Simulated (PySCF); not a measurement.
# C4H5BO: the cost of one run

Programs: PySCF 2.14.0, with density-fitted response routines of our own. Each step states its level of theory. These are calculated values for one molecule in the gas phase, unless marked as measured. Atoms count from 0, in the outputs and in this text.

## (1) The starting structure

11 atoms, charge 0, multiplicity 1; geometry from: GFN2-xTB. The atoms were then displaced at random by about 0.01 Å, so the start is not that level's minimum.

Bonds of the start (Å): B0–C1 1.56, C1–C2 1.44, C2–C3 1.30, C3–O4 1.36, O4–C5 1.33, C5–C1 1.37, B0–H6 1.18, B0–H7 1.15, C2–H8 1.10, C3–H9 1.11, C5–H10 1.07.

## (2) Geometry optimisation at PBE0-D3(BJ)/def2-SVP

What the job is given:

```
{"job": {"xc": "PBE0", "basis": "def2-SVP", "d3": "d3bj", "grid": 1, "shake": 0.01, "kind": "geom"}, "charge": 0, "multiplicity": 1}
B      1.967630    -0.126350     0.120300
C      0.419810    -0.077180    -0.028190
C     -0.547620     0.743340     0.660580
C     -1.719940     0.411110     0.198930
O     -1.655660    -0.565550    -0.745230
C     -0.359680    -0.834020    -0.866510
H      2.486910     0.611910     0.874260
H      2.588770    -0.835610    -0.542570
H     -0.305960     1.486810     1.433540
H     -2.741380     0.758050     0.446270
H     -0.094770    -1.598360    -1.567040
```

Command:

```console
> OMP_NUM_THREADS=1 python probes_run.py task.json out
```

This one command runs all jobs of the session in turn.

**Question.** How long does this first job take on 1 thread of Arm Neoverse V2, shared host, and how much memory does it need?

About 27 s, with a peak of 0.44 GiB.
